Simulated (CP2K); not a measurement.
# SiSe: band structure with r2SCAN

SiSe:

```
Si Se
1.0
     3.59520    0.00000    0.00000
    -1.79760    3.11353    0.00000
     0.00000    0.00000    3.59873
Si Se
1 1
Direct
  0.66667 0.33333 0.50000
  0.00000 0.00000 0.00000
```

The cell was built by a generator and needn't be a form met in nature.

| Property | Result |
| --- | --- |
| Program | CP2K 2026.2 |
| Task | band structure |
| Functional | r2SCAN |
| Potentials or basis | POTENTIAL_UZH Si GTH-SCAN-q4, Se GTH-SCAN-q6; TZVP-MOLOPT-SCAN-GTH basis |
| Density cutoff | 9184 eV |
| k mesh | 9 × 9 × 7 |
| Occupations | fermi-dirac, width 0.01 eV |
| Spin | no spin polarisation |
| SCF solver | diagonalisation with k points |
| Quickstep method | GPW |
| EPS_DEFAULT | 1.0E-9 |
| EPS_SCF | 1.0E-6 |
| MAX_SCF | 100 |
| SCF_GUESS | ATOMIC |
| k points reduced by the point group | yes |
| Mesh centred on Gamma | yes |
| CHOLESKY | OFF |
| EPS_EIGVAL | 1.0E-7 |
| MIXING METHOD | BROYDEN_MIXING |
| MIXING ALPHA | 0.4 |
| NBUFFER | 8 |
| NGRIDS | 4 |
| Basis sets | Si TZVP-MOLOPT-SCAN-GTH-q4, Se TZVP-MOLOPT-SCAN-GTH-q6 |
| Potentials | Si GTH-SCAN-q4 of POTENTIAL_UZH, Se GTH-SCAN-q6 of POTENTIAL_UZH |
| ADDED_MOS | [10] |
| Points a segment of the path (NPOINTS) | 8 |
| Bands added on the path | 2 |
| REL_CUTOFF (Ry) | 60 Ry |
| MIXING BETA (1/bohr) | 1.5 1/bohr |
| CUTOFF of the grids | 675 Ry |

| Property | Result |
| --- | --- |
| Pressure | 0.3 GPa |
| Band gap on the k mesh | none (metal or under the smearing width) |
| Mulliken charges | Si +0.24; Se -0.24 e |
| Hirshfeld charges | Si +0.10; Se -0.10 e |

Stress tensor (GPa, compression positive):
```
0.38 0.00 0.00
0.00 0.38 0.00
0.00 0.00 0.10
```

Levels at the corners of the path, in eV from the Fermi level:
| point | band 2 | band 3 | band 4 | band 5 | band 6 | band 7 | band 8 | band 9 |
| --- | --- | --- | --- | --- | --- | --- | --- | --- |
| Γ | -4.94 | -4.07 | -2.07 | -2.07 | 2.97 | 2.97 | 5.09 | 6.99 |
| M | -9.30 | -3.71 | -2.23 | -1.87 | 1.90 | 2.09 | 5.32 | 5.58 |
| K | -9.15 | -6.20 | -1.86 | 1.33 | 1.34 | 1.61 | 4.01 | 8.67 |
| Γ | -4.94 | -4.07 | -2.07 | -2.07 | 2.97 | 2.97 | 5.09 | 6.99 |
| A | -10.48 | -0.95 | -0.95 | 1.72 | 2.21 | 2.69 | 2.69 | 9.33 |
| L | -7.71 | -6.43 | -5.69 | -2.17 | 0.88 | 2.94 | 2.95 | 12.26 |
| H | -6.52 | -6.36 | -6.07 | -4.24 | -2.10 | 6.06 | 6.65 | 11.85 |
| A | -10.48 | -0.95 | -0.95 | 1.72 | 2.21 | 2.69 | 2.69 | 9.33 |
| L | -7.71 | -6.43 | -5.69 | -2.17 | 0.88 | 2.94 | 2.95 | 12.26 |
| M | -9.30 | -3.71 | -2.23 | -1.87 | 1.90 | 2.09 | 5.32 | 5.58 |
| K | -9.15 | -6.20 | -1.86 | 1.33 | 1.34 | 1.61 | 4.01 | 8.67 |
| H | -6.52 | -6.36 | -6.07 | -4.24 | -2.10 | 6.06 | 6.65 | 11.85 |

It took 44 s on 1 thread of Arm Neoverse V2, with other jobs on the host, peak memory 0.32 GiB.

Caveat: Mulliken charges move with the basis; the basis of atomic orbitals isn't converged, which shifts pressures, moduli and gaps.
